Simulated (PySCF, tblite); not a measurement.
**CH4B2F4Si: geometry, infrared bands and NMR shifts**

Aim: predict the infrared bands and NMR shifts of CH4B2F4Si (`FBB[SiH2]C(F)(F)F`).

Computed with tblite 0.8.0 and PySCF 2.14.0, with density-fitted response routines of our own, on a single molecule in the gas phase. Atoms count from 0, in the outputs and in this text.

### 1 The molecule as given

12 atoms, charge 0, multiplicity 1; geometry from: force field or distance geometry start.

Bonds of the start (Å): F0–B1 1.46, B1–B2 1.65, B2–Si3 1.96, Si3–C4 1.87, C4–F5 1.39, C4–F6 1.39, C4–F7 1.38, B1–H8 1.17, B2–H9 1.18, Si3–H10 1.48, Si3–H11 1.46.

### 2 Optimising the geometry with GFN2-xTB

What the job is given:

```
{"job": {"kind": "relax", "xc": "GFN2-xTB", "basis": "xTB"}, "charge": 0, "multiplicity": 1}
F      3.541600    -0.067200     0.320600
B      2.170000     0.279700    -0.042900
B      1.044300    -0.922000    -0.174400
Si    -0.791900    -0.468000    -0.674800
C     -1.559300     0.624400     0.640800
F     -2.875100     0.891400     0.289500
F     -0.854100     1.815900     0.706500
F     -1.516200    -0.006100     1.863100
H      1.885500     1.400000    -0.221600
H      1.333400    -2.047200     0.003300
H     -1.577700    -1.716700    -0.775300
H     -0.799200     0.215300    -1.960700
```

Run with:

```bash
OMP_NUM_THREADS=1 python probes_run.py task.json out
```

This one command runs all jobs of the session in turn.

**Question.** This job is followed by: GFN2-xTB harmonic vibrations, gas phase; GIAO PBE0/pcSseg-1 NMR shielding, non-relativistic, gas phase. What will the session give for the following? strongest single infrared mode (GFN2-xTB); zero-point energy (GFN2-xTB); 13C shifts against TMS (PBE0/pcSseg-1); 1H shifts against TMS (PBE0/pcSseg-1, means over atoms taken as alike); 19F shifts against CFCl3 (PBE0/pcSseg-1, means over atoms taken as alike); 11B shifts against BF3·OEt2 (PBE0/pcSseg-1); 29Si shifts against TMS (PBE0/pcSseg-1); surface potential, 1st and 99th percentile.

The runs gave:

| quantity | value |
| --- | --- |
| strongest single infrared mode (GFN2-xTB) | 2221 cm⁻¹, 378 km/mol |
| zero-point energy (GFN2-xTB) | 34.6 kcal/mol |
| 13C shifts against TMS (PBE0/pcSseg-1) | 141.7 ppm |
| 1H shifts against TMS (PBE0/pcSseg-1, means over atoms taken as alike) | 12.20, 6.81, 4.56 ppm |
| 19F shifts against CFCl3 (PBE0/pcSseg-1, means over atoms taken as alike) | 16.7, -51.4 ppm |
| 11B shifts against BF3·OEt2 (PBE0/pcSseg-1) | 121.8, 70.4 ppm |
| 29Si shifts against TMS (PBE0/pcSseg-1) | -75.2 ppm |
| surface potential, 1st and 99th percentile | -0.64 V and 2.19 V |

In words: Over 93 steps the energy fell by 1.090 eV; of the close pairs, F0–B1 changed most, 1.461 to 1.322 Å. No mode is imaginary among the 30: a minimum at this level. The strongest single mode, at 2221 cm⁻¹, moves mainly H10. Unscaled tight-binding wavenumbers are off by several per cent, some by more. Its intensities can rank the bands wrongly. At PBE0/pcSseg-1: Shielding is most anisotropic at F0 (span 615 ppm, paramagnetic term -308 ppm). By nearest atom (PBE0/pcSseg-1), the HOMO sits on B2 27 %; H8 19 % and the LUMO on B2 56 %; H9 12 %.
